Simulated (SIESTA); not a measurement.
**AgAu3: band structure with PBEsol**

AgAu3:

```
Au Ag
1.0
    -2.05248    2.05248    4.15439
     2.05248   -2.05248    4.15439
     2.05248    2.05248   -4.15439
Au Ag
3 1
Direct
  0.50000 0.50000 0.00000
  0.25000 0.75000 0.50000
  0.75000 0.25000 0.50000
  0.00000 0.00000 0.00000
```

The cell comes from a database or a generator and needn't be the stable form of this composition.

- Program: SIESTA 5.4.2
- Task: band structure
- Functional: PBEsol
- Potentials or basis: PseudoDojo 0.4 standard (PBEsol files)
- Basis: DZP (energy shift 0.003 Ry; two zetas on semicore shells)
- Grid cutoff: 800 Ry
- Energy shift: 0.003 Ry
- k mesh: 9 × 9 × 9
- Occupations: fermi-dirac, width 0.05 eV
- Spin: no spin polarisation

* Pressure: -4.2 GPa
* Band gap on the k mesh: none (metal or under the smearing width)

Stress tensor (GPa, compression positive):
```
-4.06  0.00  0.00
 0.00 -4.06  0.00
 0.00  0.00 -4.53
```

Levels at the corners of the path, in eV from the Fermi level:
```
point  band 34  band 35  band 36  band 37  band 38  band 39  band 40  band 41  band 42  band 43
    Γ    -2.07    -1.88    -1.88    -1.58     1.21     5.76     6.09     6.20     6.20     6.62
    X    -2.21    -2.09    -1.98    -0.69    -0.61    -0.49    -0.17     2.73     3.72     9.82
    Y    -2.83    -2.22    -2.14    -1.40    -1.24    -0.20    -0.06     4.69     5.33    10.07
    S    -2.96    -2.90    -2.53    -1.87    -1.33    -1.07     4.89     6.69     8.04     9.40
    Γ    -2.07    -1.88    -1.88    -1.58     1.21     5.76     6.09     6.20     6.20     6.62
    Z    -2.08    -2.01    -1.87    -1.87    -1.59     1.41     1.41     6.83     8.08    12.18
   S1    -2.96    -2.90    -2.53    -1.87    -1.33    -1.07     4.89     6.69     8.04     9.40
    N    -3.16    -2.63    -2.22    -2.19    -1.80     2.20     2.36     7.38     7.89     8.13
    P    -2.58    -2.58    -2.34    -0.79    -0.24    -0.24    -0.19     4.94     4.94     5.09
   Y1    -2.83    -2.22    -2.14    -1.40    -1.24    -0.20    -0.06     4.69     5.33    10.07
    Z    -2.08    -2.01    -1.87    -1.87    -1.59     1.41     1.41     6.83     8.08    12.18
    X    -2.21    -2.09    -1.98    -0.69    -0.61    -0.49    -0.17     2.73     3.72     9.82
    P    -2.58    -2.58    -2.34    -0.79    -0.24    -0.24    -0.19     4.94     4.94     5.09
```

Wall time 95 s on 1 thread of Arm Neoverse V1, on a shared host, peak memory 0.4 GiB.

Caveat: short orbitals over semicore shells can move pressures by several GPa; spin-orbit coupling is left out, which moves the levels of the heavy elements; the basis of atomic orbitals isn't converged, which shifts pressures, moduli and gaps.
